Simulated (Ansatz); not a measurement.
**AlBGeH4: basis-set convergence**

How large a basis does AlBGeH4 need? Two functionals are run in growing sets.

Computed with Ansatz 0.2.0, Gaussian basis. Level: one geometry, several basis sets.

Levels to be run: PBE0-D4/def2-SVP; ωB97M-V/def2-SVP; PBE0-D4/def2-QZVPP; ωB97M-V/def2-QZVPP; the functionals' def2-TZVPP values are taken from earlier runs.

## 1. Structure used throughout

All runs share one geometry, relaxed beforehand with PBE0-D4 in a triple-zeta def2 set.

SMILES `[BH]1[AlH][GeH2]1`, 7 atoms, charge 0, spin multiplicity 1.

Atoms are counted from 1 here; the program's logs count them from 0.

Bond lengths: B1–Al2 1.999 Å, B1–Ge3 1.920 Å, B1–H4 1.185 Å, Al2–Ge3 2.491 Å, Al2–H5 1.580 Å, Ge3–H6 1.535 Å, Ge3–H7 1.658 Å. Angles: Al2–B1–Ge3 78.9°, Al2–B1–H4 149.6°, Ge3–B1–H4 131.5°, B1–Al2–Ge3 49.1°, B1–Al2–H5 168.5°, Ge3–Al2–H5 142.3°, B1–Ge3–Al2 52.0°, B1–Ge3–H6 160.0°, B1–Ge3–H7 100.1°, Al2–Ge3–H6 148.1°, Al2–Ge3–H7 48.1°, H6–Ge3–H7 99.9°.

## 2. PBE0-D4 in def2-SVP

Input file in.yaml:

```yaml
crystal:
  periodic: [false, false, false]
  atoms:
    - {symbol: B, position_ang: [-1.211160, -0.446663, -0.363151]}
    - {symbol: Al, position_ang: [0.514383, 0.058789, -1.236553]}
    - {symbol: Ge, position_ang: [-0.150554, 0.032689, 1.163565]}
    - {symbol: H, position_ang: [-2.329094, -0.827834, -0.454529]}
    - {symbol: H, position_ang: [1.727267, 0.385924, -2.194659]}
    - {symbol: H, position_ang: [0.241179, 0.283334, 2.626935]}
    - {symbol: H, position_ang: [1.269277, 0.445760, 0.412595]}
basis:
  gaussian: {orbitals: def2-SVP}
hamiltonian: {xc: pbe0, dispersion: d4}
output: {orbitals: {seedname: orbitals}}
```

On the command line:

```console
$ ansatz run in.yaml --threads 2 --pin off --events-out ev --progress --plain --max-ram 4352MiB
```

After this run come: ωB97M-V in def2-SVP; PBE0-D4 in def2-QZVPP; ωB97M-V in def2-QZVPP.

**Question.** What will the summary of the whole plan be? Wanted: PBE0-D4: double and triple zeta above quadruple; ωB97M-V: double and triple zeta above quadruple.

**Answer**, as computed:

```
                                       quantity           value
PBE0-D4: double and triple zeta above quadruple  11.67, 1.46 eV
ωB97M-V: double and triple zeta above quadruple  11.66, 1.42 eV
```

In words: For PBE0-D4 the step from double to triple zeta gains 10.20 eV and the next only 1.46 eV. Total energies overstate the basis error of differences, where much of it tends to cancel.
